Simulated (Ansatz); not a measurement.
## ClFGeH4OSi, SMILES [OH][Ge]([F])([SiH3])[Cl]: a ladder of methods at one geometry, step by step

Computed with the Python package of Ansatz (0.2.0).

The cells in order, each with its output:

In [1]:
```python
from pathlib import Path

import ansatz as az
import numpy as np
```

In [2]:
```python
config = {
    "basis_set": "def2-SVP",
}

GEOMETRY = """
O     1.50100    1.40660    0.58850
Ge    0.37910    0.65590   -0.61890
F    -0.63000    1.87470   -1.43690
Si   -0.92280   -0.84020    0.45930
Cl    1.58640   -0.39510   -2.10150
H     1.96720    0.72460    0.98010
H    -0.14700   -1.86300    1.14190
H    -1.83400   -1.48640   -0.52830
H    -1.81130   -0.12330    1.49860
"""
```

In [3]:
```python
geometry = az.Crystal.molecule()
for line in GEOMETRY.strip().splitlines():
    symbol, *xyz = line.split()
    geometry = geometry.atom(symbol, [float(v) for v in xyz])
```

In [4]:
```python
setup = geometry.calculation().basis(gaussian=config["basis_set"])

print("functional    E (Ha)        dipole (D)   HOMO (eV)  LUMO (eV)")
for name in ["pbe", "lc_wpbe", "r2scan0", "r2scan", "blyp"]:
    rep = setup.functional(name).forces().orbitals().run(threads=1, backend="cpu", runs_dir="runs").report
    lines = Path(rep["orbitals_path"]).read_text().splitlines()
    field_of = lambda key: [line.split("=")[1].strip() for line in lines if line.startswith(key)]
    orbitals = [(27.211386 * float(e), s, float(n)) for e, s, n in zip(field_of("Ene="), field_of("Spin="), field_of("Occup="))]
    homo = max(e for e, _, n in orbitals if n > 0.5)
    lumo = min(e for e, _, n in orbitals if n < 0.5)
    dipole = 4.803205 * np.linalg.norm(rep["charge_distribution"]["dipole_moment_e_ang"])
    print(f"{name:10s} {rep['free_energy_ev'] / 27.211386246:14.6f} {dipole:9.3f} {homo:11.3f} {lumo:10.3f}")
```
```text
functional    E (Ha)        dipole (D)   HOMO (eV)  LUMO (eV)
pbe          -3002.791006     2.967      -7.235     -1.852
lc_wpbe      -3003.032665     3.217     -11.367      1.390
r2scan0      -3003.432769     3.289      -9.009     -0.789
r2scan       -3003.486698     3.134      -7.684     -1.647
blyp         -3003.637579     2.946      -7.047     -1.707
```

Notes:
- Total energies depend on the basis set; only differences at equal settings carry meaning.
- The geometry is a force-field or estimated start, not a minimum of this method, and the basis set is short of its limit. A lower total doesn't mark the better method: functionals have no common bound, and MP2 and coupled cluster aren't variational.
- Levels such as HOMO and LUMO are orbital energies: with these approximate functionals they aren't the ionisation energy and electron affinity, and their gap isn't the fundamental gap.
- The whole script took 37 s on 1 thread of Arm Neoverse V1, with other jobs on the host, peak memory 0.37 GiB.
